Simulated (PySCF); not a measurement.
# HBr: NMR shieldings, spin-spin couplings, relativistic core levels

What do calculations give for the NMR shieldings, spin-spin couplings, relativistic core levels of HBr (`Br`)?

Programs: PySCF 2.14.0, with routines of our own; each step states its level. All values are computed. Atoms count from 0.

## 1. The system as given

2 atoms, charge 0, multiplicity 1; geometry from: GFN2-xTB.

## 2. Relaxing the molecule at PBE0-D3(BJ)/def2-SVP

The job: settings as JSON, then the geometry in Å.

```
{"job": {"xc": "PBE0", "basis": "def2-SVP", "d3": "d3bj", "grid": 1, "maxiter": 30, "shake": 0.01, "kind": "geom"}, "charge": 0, "multiplicity": 1}
Br     0.722500    -0.028300     0.001160
H     -0.705010    -0.000520    -0.013280
```

The run is started by

```console
$ OMP_NUM_THREADS=1 python heavy_run.py task.json out
```

One launch serves the whole session: the jobs run in the order shown.

Standard output:

```text
step   0  E = -2574.14484634  max force = 0.002921
step   1  E = -2574.14486057  max force = 0.000929
step   2  E = -2574.14486218  max force = 0.000016
optimisation converged
```

Wall time 2.2 s (1 thread of Arm Neoverse N1, shared host); peak memory 0.25 GiB.

Along the way:

| step | energy from step 0 (eV) | largest force component (eV/Å) |
| --- | --- | --- |
| 0 | 0.0000 | 0.1502 |
| 1 | -0.0004 | 0.0478 |
| 2 | -0.0004 | 0.0008 |

The bond:

```csv
bond,before (Å),after (Å),change (Å)
Br0–H1,1.428,1.422,-0.006
```

The next job starts from the end point, and lists it.

| at the end point | value |
| --- | --- |
| point group (found at 0.08 Å tolerance) | Cinfv |
| rotational constants (GHz, main isotopes) | 251.1, 251.1 |
| dipole moment (D) | 1.08 |

## 3. NMR shieldings: PBE0/pcJ-2 Br:dyall-v3z (triple-zeta basis), spin–orbit

The job: settings as JSON, then the geometry in Å.

```
{"job": {"kind": "hnmr", "xc": "PBE0", "basis": {"default": "pcJ-2", "Br": "dyall-v3z"}, "rel": "so"}, "charge": 0, "multiplicity": 1}
Br     0.719639    -0.028146     0.001078
H     -0.702149    -0.000674    -0.013198
```

Level: PBE0/pcJ-2 Br:dyall-v3z GIAO NMR shielding, X2C with spin-orbit coupling, screened-nuclear two-electron part, Gaussian nuclei, gas phase.

Standard output:

```text
spin-free SCF
coarse grid: 9808 points
cycle   1  E = -2606.6499685574  dE = -1.043e-01  |g| = 2.346e-01  |ddm| = 7.694e-01
cycle   2  E = -2606.6521831759  dE = -2.215e-03  |g| = 1.506e-01  |ddm| = 2.929e-01
cycle   3  E = -2606.6584100069  dE = -6.227e-03  |g| = 6.781e-02  |ddm| = 1.640e-01
cycle   4  E = -2606.6590477359  dE = -6.377e-04  |g| = 1.436e-02  |ddm| = 2.923e-02
cycle   5  E = -2606.6590653505  dE = -1.761e-05  |g| = 1.384e-03  |ddm| = 5.925e-03
cycle   6  E = -2606.6590656407  dE = -2.902e-07  |g| = 4.739e-04  |ddm| = 1.114e-03
final grid: 18448 points
cycle   7  E = -2606.6590129891  dE = -6.508e-07  |g| = 4.435e-03  |ddm| = 4.802e-04
cycle   8  E = -2606.6590129913  dE = -2.268e-09  |g| = 6.097e-04  |ddm| = 3.607e-04
cycle   9  E = -2606.6590129945  dE = -3.202e-09  |g| = 6.022e-04  |ddm| = 3.012e-04
cycle  10  E = -2606.6590130098  dE = -1.522e-08  |g| = 1.595e-05  |ddm| = 1.300e-04
cycle  11  E = -2606.6590130098  dE = -6.139e-11  |g| = 2.456e-06  |ddm| = 1.053e-05
converged SCF energy = -2606.6590130098
two-component SCF
cycle   1  E = -2606.5912644853  dE = -2.607e+03  |FDS-SDF| = 2.628e+01
cycle   2  E = -2606.7384160918  dE = -1.472e-01  |FDS-SDF| = 9.673e-02
cycle   3  E = -2606.7385350035  dE = -1.189e-04  |FDS-SDF| = 3.774e-03
cycle   4  E = -2606.7385406285  dE = -5.625e-06  |FDS-SDF| = 1.795e-03
cycle   5  E = -2606.7385411852  dE = -5.567e-07  |FDS-SDF| = 7.362e-04
cycle   6  E = -2606.7385413938  dE = -2.086e-07  |FDS-SDF| = 9.499e-05
cycle   7  E = -2606.7385414007  dE = -6.913e-09  |FDS-SDF| = 2.860e-05
converged, E = -2606.7385414007

Field gradients (au) and densities at the nuclei (bohr^-3)
atom        Vxx        Vyy        Vzz        centre      nuclear mean
  0 Br    -3.8012    -3.8012     7.6024      44133.807      43494.292
  1 H     -0.1076    -0.1076     0.2152          0.386          0.386
without picture change
  0 Br                           7.8731                     78478.524

Core orbital energies (eV)
atom   shell        mean    spread
  0 Br 1s       -13365.081   0.000
  0 Br 2s        -1754.365   0.000
  0 Br 3s         -247.358   0.000
  0 Br 4s          -22.447   0.000
  0 Br 2p1/2     -1578.025   0.000
  0 Br 2p3/2     -1530.614   0.062
  0 Br 3p1/2      -185.654   0.000
  0 Br 3p3/2      -178.704   0.199
  0 Br 3d3/2       -71.726   0.228
  0 Br 3d5/2       -70.636   0.305

Shielding tensors (ppm)
atom      isotropic    diamagn.    paramagn.     s11        s22        s33       span
  0 Br     2907.86     2982.15      -74.29    2663.61    2663.62    3396.36     732.74
  1 H        35.96       28.46        7.50      29.99      29.99      47.88      17.89
```

Wall time 27 s (1 thread of Arm Neoverse N1, shared host); peak memory 0.66 GiB.

From this job:

```
                       quantity       value
energy from spin-orbit coupling  -0.0795 Eh
```

The fields below are evaluated on a grid from the run's orbitals.

Frontier orbitals at PBE0/dyall-v3z+pcJ-2, with the share of their density that lies nearest to each atom:

| orbital | energy (eV) | lies on |
| --- | --- | --- |
| HOMO | -8.56 | Br0 90 %; H1 10 % |
| LUMO | -0.43 | H1 57 %; Br0 43 % |

ELF in a plane through or near 2 of the atoms.

Values, 10 rows by 14 columns:
```
0.00 0.00 0.00 0.00 0.00 0.00 0.00 0.01 0.02 0.01 0.01 0.00 0.00 0.00
0.00 0.00 0.00 0.00 0.00 0.01 0.07 0.23 0.44 0.40 0.23 0.03 0.00 0.00
0.00 0.00 0.00 0.00 0.02 0.08 0.21 0.50 0.76 0.75 0.58 0.15 0.02 0.00
0.00 0.00 0.00 0.10 0.44 0.55 0.53 0.70 0.83 0.87 0.79 0.34 0.05 0.00
0.00 0.00 0.03 0.52 0.93 0.98 0.90 0.39 0.50 0.26 0.67 0.39 0.07 0.00
0.00 0.00 0.04 0.62 0.97 1.00 0.96 0.23 0.55 0.52 0.55 0.38 0.07 0.00
0.00 0.00 0.01 0.30 0.77 0.87 0.74 0.65 0.35 0.60 0.79 0.38 0.07 0.00
0.00 0.00 0.00 0.01 0.12 0.24 0.36 0.63 0.85 0.86 0.72 0.26 0.03 0.00
0.00 0.00 0.00 0.00 0.01 0.04 0.16 0.42 0.67 0.66 0.48 0.09 0.01 0.00
0.00 0.00 0.00 0.00 0.00 0.00 0.02 0.07 0.15 0.13 0.05 0.00 0.00 0.00
```
The map spans 6.6 Å across and 5.2 Å up, centred on the molecule. Atoms in the plane (x, y in Å): Br0 (0.7, 0.0), H1 (-0.7, 0.0).

log10 of the density (e/Å³) in the same plane.

Ten even steps from ' ' (-4.0) to '@' (3.6):
```
                        ....................            
                    ......::::::::::::::........        
                ........::::::::::::::::::::......      
              ......::::::----------------::::::....    
            ......::::::------------------::::::....    
          ....::::::--------============----::::::....  
        ....::::::------========++++======----::::....  
        ....::------========++++++++++++====----::....  
        ....::----====++++++++**####**++++==----::....  
      ....::::----==++++++++++##@@@@**++++==----::::....
      ....::::----==++++++++++##@@@@**++++==----::::..  
        ....::----====++++++++**####**++++==----::::..  
        ....::------========++++++++++++====----::....  
        ....::::::------========++++======----::::....  
          ....::::::--------============----::::::....  
            ......::::::------------------::::::....    
              ......::::::----------------::::::....    
                ........::::::::::::::::::::......      
                    ......::::::::::::::........        
                        ....................            
```
The map spans 6.6 Å across and 5.2 Å up, centred on the molecule. Atoms in the plane (x, y in Å): Br0 (0.7, 0.0), H1 (-0.7, 0.0).

On the surface of density 0.002 e/bohr³ the electrostatic potential runs, from the 1st to the 99th percentile, from -0.38 V near Br0 to 1.99 V near H1.

## 4. Spin-spin couplings: PBE0/pcJ-2 Br:dyall-v3z (triple-zeta basis), spin–orbit

The job: settings as JSON, then the geometry in Å.

```
{"job": {"kind": "hj", "xc": "PBE0", "basis": {"default": "pcJ-2", "Br": "dyall-v3z"}, "rel": "so", "atoms": [0]}, "charge": 0, "multiplicity": 1}
Br     0.719639    -0.028146     0.001078
H     -0.702149    -0.000674    -0.013198
```

With the program's defaults for keys left out, this is: PBE0/pcJ-2 Br:dyall-v3z indirect spin-spin coupling, X2C with spin-orbit coupling, screened-nuclear two-electron part, Gaussian nuclei, gas phase.

Standard output:

```text
spin-free SCF
coarse grid: 9808 points
cycle   1  E = -2606.6499685574  dE = -1.043e-01  |g| = 2.346e-01  |ddm| = 7.694e-01
cycle   2  E = -2606.6521831759  dE = -2.215e-03  |g| = 1.506e-01  |ddm| = 2.929e-01
cycle   3  E = -2606.6584100069  dE = -6.227e-03  |g| = 6.781e-02  |ddm| = 1.640e-01
cycle   4  E = -2606.6590477359  dE = -6.377e-04  |g| = 1.436e-02  |ddm| = 2.923e-02
cycle   5  E = -2606.6590653505  dE = -1.761e-05  |g| = 1.384e-03  |ddm| = 5.925e-03
cycle   6  E = -2606.6590656407  dE = -2.902e-07  |g| = 4.739e-04  |ddm| = 1.114e-03
final grid: 18448 points
cycle   7  E = -2606.6590129891  dE = -6.508e-07  |g| = 4.435e-03  |ddm| = 4.802e-04
cycle   8  E = -2606.6590129913  dE = -2.268e-09  |g| = 6.097e-04  |ddm| = 3.607e-04
cycle   9  E = -2606.6590129945  dE = -3.202e-09  |g| = 6.022e-04  |ddm| = 3.012e-04
cycle  10  E = -2606.6590130098  dE = -1.522e-08  |g| = 1.595e-05  |ddm| = 1.300e-04
cycle  11  E = -2606.6590130098  dE = -6.139e-11  |g| = 2.456e-06  |ddm| = 1.053e-05
converged SCF energy = -2606.6590130098
two-component SCF
cycle   1  E = -2606.5912644853  dE = -2.607e+03  |FDS-SDF| = 2.628e+01
cycle   2  E = -2606.7384160918  dE = -1.472e-01  |FDS-SDF| = 9.673e-02
cycle   3  E = -2606.7385350035  dE = -1.189e-04  |FDS-SDF| = 3.774e-03
cycle   4  E = -2606.7385406285  dE = -5.625e-06  |FDS-SDF| = 1.795e-03
cycle   5  E = -2606.7385411852  dE = -5.567e-07  |FDS-SDF| = 7.362e-04
cycle   6  E = -2606.7385413938  dE = -2.086e-07  |FDS-SDF| = 9.499e-05
cycle   7  E = -2606.7385414007  dE = -6.913e-09  |FDS-SDF| = 2.860e-05
converged, E = -2606.7385414007

Indirect spin-spin couplings
  i        j     bonds      J/Hz   K/1e19 T2/J   anisotropy/Hz
  0  79Br   1   1H    1      -90.26      -29.89       480.1
```

It took 22 s on 1 thread of Arm Neoverse N1, shared host; peak memory 0.53 GiB.

From this job:

```
                       quantity       value
energy from spin-orbit coupling  -0.0795 Eh
```

## 5. Relativistic core levels: PBE0/pcJ-2 Br:dyall-v3z (triple-zeta basis), spin–orbit

The job: settings as JSON, then the geometry in Å.

```
{"job": {"kind": "hxps", "xc": "PBE0", "basis": {"default": "pcJ-2", "Br": "dyall-v3z"}, "rel": "so", "holes": [[0, "3d"]]}, "charge": 0, "multiplicity": 1}
Br     0.719639    -0.028146     0.001078
H     -0.702149    -0.000674    -0.013198
```

Method: PBE0/pcJ-2 Br:dyall-v3z core ionisation, delta-SCF with one localised hole, X2C with spin-orbit coupling, screened-nuclear two-electron part, Gaussian nuclei, gas phase.

Standard output:

```text
spin-free SCF
coarse grid: 9808 points
cycle   1  E = -2606.6499685574  dE = -1.043e-01  |g| = 2.346e-01  |ddm| = 7.694e-01
cycle   2  E = -2606.6521831759  dE = -2.215e-03  |g| = 1.506e-01  |ddm| = 2.929e-01
cycle   3  E = -2606.6584100069  dE = -6.227e-03  |g| = 6.781e-02  |ddm| = 1.640e-01
cycle   4  E = -2606.6590477359  dE = -6.377e-04  |g| = 1.436e-02  |ddm| = 2.923e-02
cycle   5  E = -2606.6590653505  dE = -1.761e-05  |g| = 1.384e-03  |ddm| = 5.925e-03
cycle   6  E = -2606.6590656407  dE = -2.902e-07  |g| = 4.739e-04  |ddm| = 1.114e-03
final grid: 18448 points
cycle   7  E = -2606.6590129891  dE = -6.508e-07  |g| = 4.435e-03  |ddm| = 4.802e-04
cycle   8  E = -2606.6590129913  dE = -2.268e-09  |g| = 6.097e-04  |ddm| = 3.607e-04
cycle   9  E = -2606.6590129945  dE = -3.202e-09  |g| = 6.022e-04  |ddm| = 3.012e-04
cycle  10  E = -2606.6590130098  dE = -1.522e-08  |g| = 1.595e-05  |ddm| = 1.300e-04
cycle  11  E = -2606.6590130098  dE = -6.139e-11  |g| = 2.456e-06  |ddm| = 1.053e-05
converged SCF energy = -2606.6590130098
two-component SCF
cycle   1  E = -2606.5912644853  dE = -2.607e+03  |FDS-SDF| = 2.628e+01
cycle   2  E = -2606.7384160918  dE = -1.472e-01  |FDS-SDF| = 9.673e-02
cycle   3  E = -2606.7385350035  dE = -1.189e-04  |FDS-SDF| = 3.774e-03
cycle   4  E = -2606.7385406285  dE = -5.625e-06  |FDS-SDF| = 1.795e-03
cycle   5  E = -2606.7385411852  dE = -5.567e-07  |FDS-SDF| = 7.362e-04
cycle   6  E = -2606.7385413938  dE = -2.086e-07  |FDS-SDF| = 9.499e-05
cycle   7  E = -2606.7385414007  dE = -6.913e-09  |FDS-SDF| = 2.860e-05
converged, E = -2606.7385414007

Field gradients (au) and densities at the nuclei (bohr^-3)
atom        Vxx        Vyy        Vzz        centre      nuclear mean
  0 Br    -3.8012    -3.8012     7.6024      44133.807      43494.292
  1 H     -0.1076    -0.1076     0.2152          0.386          0.386
without picture change
  0 Br                           7.8731                     78478.524

Core orbital energies (eV)
atom   shell        mean    spread
  0 Br 1s       -13365.081   0.000
  0 Br 2s        -1754.365   0.000
  0 Br 3s         -247.358   0.000
  0 Br 4s          -22.447   0.000
  0 Br 2p1/2     -1578.025   0.000
  0 Br 2p3/2     -1530.614   0.062
  0 Br 3p1/2      -185.654   0.000
  0 Br 3p3/2      -178.704   0.199
  0 Br 3d3/2       -71.726   0.228
  0 Br 3d5/2       -70.636   0.305

hole in 3d5/2 of atom 0
cycle   1  E = -2603.5686851621  dE = -2.604e+03  |FDS-SDF| = 2.192e+00
cycle   2  E = -2603.7020919175  dE = -1.334e-01  |FDS-SDF| = 2.145e+00
cycle   3  E = -2603.9089592208  dE = -2.069e-01  |FDS-SDF| = 1.274e-01
cycle   4  E = -2603.9108891042  dE = -1.930e-03  |FDS-SDF| = 1.577e-02
cycle   5  E = -2603.9109241169  dE = -3.501e-05  |FDS-SDF| = 3.617e-03
cycle   6  E = -2603.9109266056  dE = -2.489e-06  |FDS-SDF| = 1.001e-03
cycle   7  E = -2603.9109269092  dE = -3.036e-07  |FDS-SDF| = 2.204e-04
cycle   8  E = -2603.9109269550  dE = -4.577e-08  |FDS-SDF| = 7.008e-05
converged, E = -2603.9109269550

Core binding energies (eV)
atom   line    delta-SCF   -orbital   splitting
  0 Br 3d5/2      76.874      70.64      1.09
```

It took 14 s on 1 thread of Arm Neoverse N1, shared host; peak memory 0.57 GiB.

Key values:

```
                       quantity       value
energy from spin-orbit coupling  -0.0795 Eh
```

## 6. Outcome

```
                                                                                         quantity                                    value
                                                                                      point group                                    Cinfv
                                                             rotational constants (main isotopes)                       251.11, 251.11 GHz
energy from spin-orbit coupling (step 3, PBE0/pcJ-2 Br:dyall-v3z (triple-zeta basis), spin–orbit)                               -0.0795 Eh
                     shieldings (step 3, PBE0/pcJ-2 Br:dyall-v3z (triple-zeta basis), spin–orbit)                  Br0 2907.9, H1 36.0 ppm
                                                            surface potential, 1st and 99th percentile                       -0.38 V and 1.99 V
energy from spin-orbit coupling (step 4, PBE0/pcJ-2 Br:dyall-v3z (triple-zeta basis), spin–orbit)                               -0.0795 Eh
       largest reduced coupling (step 4, PBE0/pcJ-2 Br:dyall-v3z (triple-zeta basis), spin–orbit)  Br0–H1: J = -90.3 Hz, K = -30·10¹⁹ T²/J
       Br0 3d5/2 binding energy (step 5, PBE0/pcJ-2 Br:dyall-v3z (triple-zeta basis), spin–orbit)                   76.9 eV, 3d3/2 78.0 eV
energy from spin-orbit coupling (step 5, PBE0/pcJ-2 Br:dyall-v3z (triple-zeta basis), spin–orbit)                               -0.0795 Eh
```

With PBE0/def2-SVP, its start was all but relaxed already: 2 steps gained 0.4 meV. In step 3, Br0 has the widest tensor, 733 ppm.
